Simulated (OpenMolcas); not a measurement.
**Dy³⁺ among point charges: CASSCF levels and susceptibility**

How does a field of 2 point charges split the states of Dy³⁺, and what χT follows?

The numbers are computed with OpenMolcas 26.06 (state-averaged CASSCF, spin-orbit coupling by RASSI with atomic mean-field integrals), except any that are marked as measured or tabulated.

## Step 1: What is computed

* Species: Dy³⁺ (dysprosium, Z = 66, 63 electrons)
* Basis: ANO-RCC-VDZP [7s6p4d2f1g], 68 functions
* Scalar Hamiltonian: DKH2, point nucleus
* Inactive shells: 1s 2s 2p 3s 3p 3d 4s 4p 4d 5s 5p
* Active space: 9 electrons in 7 orbitals (4f)
* Some configurations of this space: 4f9
* Orbitals: optimised for the highest spin of each parity, averaged over all roots

Outer shells as boxes (Hund's rule):

4f9
```
4f [↑↓][↑↓][↑ ][↑ ][↑ ][↑ ][↑ ]
```

The ion sits among 2 point charges of -1 e arranged as a linear pair (D∞h), 2.44 Å from the ion.

The work runs as a chain of OpenMolcas steps in one folder; each step below is one input file. Labels, J, g values, rates, χT and fits are worked out afterwards by a script from the matrices that RASSI stores. The input lists half of the charges; inversion (Group=XYZ) makes the rest.

## Step 2: One- and two-electron integrals

a.inp reads:

```
&GATEWAY
Coord
1

Dy 0.0 0.0 0.0
Basis=ANO-RCC-VDZP
Group=XYZ
NoMove
AngMom=0.0 0.0 0.0
AMFI
XField
1 Angstrom 0
0.000000 0.000000 2.440000 -1.000000
&SEWARD
```

Run with:

```sh
$ OMP_NUM_THREADS=1 MOLCAS_MEM=2252 MOLCAS_PROJECT=a pymolcas a.inp > a.log
```

## Step 3: Reference wave functions, sextets of odd parity, 21 roots

a.inp reads:

```
&RASSCF
FileOrb=start.orb
Symmetry=2
Spin=6
nActEl=9 0 0
Inactive=15 12
Ras2=0 7
CIRoot=21 21 1
SDav=21
CIMx=300
Iter=120 100
PrWF=0.3
OrbListing=Nothing
MaxOrb=0
>>> COPY $Project.JobIph JOB001
```

start.orb holds the contracted functions of the basis, ordered by shell, or the orbitals of the step before.

## Step 4: CASSCF: quartets of odd parity, 162 roots

a.inp reads:

```
&RASSCF
FileOrb=start.orb
Symmetry=2
Spin=4
nActEl=9 0 0
Inactive=15 12
Ras2=0 7
CIRoot=162 162 1
SDav=224
CIMx=300
Iter=120 100
PrWF=0.3
OrbListing=Nothing
MaxOrb=0
CIOnly
>>> COPY $Project.JobIph JOB002
```

## Step 5: Reference wave functions, doublets of odd parity, 162 roots

a.inp reads:

```
&RASSCF
FileOrb=start.orb
Symmetry=2
Spin=2
nActEl=9 0 0
Inactive=15 12
Ras2=0 7
CIRoot=162 162 1
SDav=490
CIMx=300
Iter=120 100
PrWF=0.3
OrbListing=Nothing
MaxOrb=0
CIOnly
>>> COPY $Project.JobIph JOB003
```

## Step 6: RASSI: spin-orbit coupling between the states

a.inp reads:

```
&RASSI
NrOfJobIphs=3 21 108 40
1 2 3 4 5 6 7 8 9 10 11 12 13 14 15 16 17 18 19 20 21
1 2 3 4 5 6 7 8 9 10 11 12 13 14 15 16 17 18 19 20 21 22 23 24 25 26 27
28 29 30 31 32 33 34 35 36 37 38 39 40 41 42 43 44 45 46 47 48 49 50 51
52 53 54 55 56 57 58 59 60 61 62 63 64 65 66 67 68 69 70 71 72 73 74 75
76 77 78 79 80 81 82 83 84 85 86 87 88 89 90 91 92 93 94 95 96 97 98 99
100 101 102 103 104 105 106 107 108
1 2 3 4 5 6 7 8 9 10 11 12 13 14 15 16 17 18 19 20 21 22 23 24 25 26 27
28 29 30 31 32 33 34 35 36 37 38 39 40
IphNames
JOB001
JOB002
JOB003
EJob
SpinOrbit
DIPRint=1.0
SOCoupling=1000.0
Subsets=2
Property=9
'ANGMOM' 1 'ANGMOM' 2 'ANGMOM' 3 'MLTPL  1' 1 'MLTPL  1' 2 'MLTPL  1' 3
'AMFI' 1 'AMFI' 2 'AMFI' 3
SOProperty=3
'ANGMOM' 1 'ANGMOM' 2 'ANGMOM' 3
```

Q: Predict the outcome of this session. Wanted: spin-free ground state; first state of the same spin within the active space; lowest level; next level.

**Answer**, as computed:

| quantity | value |
| --- | --- |
| method | CASSCF |
| spin-free ground state | 6H, 2-fold in its orbital part |
| first state of the same spin within the active space | 6Gamma at 623 cm⁻¹ |
| lowest level | 2-fold, g = 0.00, 0.00, 19.91 |
| next level | 380.4 cm⁻¹ |
| χT at 300 K | 13.68 cm³ K/mol |
| effective moment at 300 K | 10.46 μB |

**Reading.** The spin-free ground state (6H) comes to 100 % from free-ion H terms and keeps the highest spin of the shell. The quartets, doublets rest on orbitals optimised for another spin in at least one step, which raises them against the optimised states. Not all states of the active space went into the spin-orbit step. High states of lower spin are left out of the spin-orbit mixing, and CASSCF puts spin-flip levels too high. Point charges carry no covalency, so the field is a model and not that of real ligands.
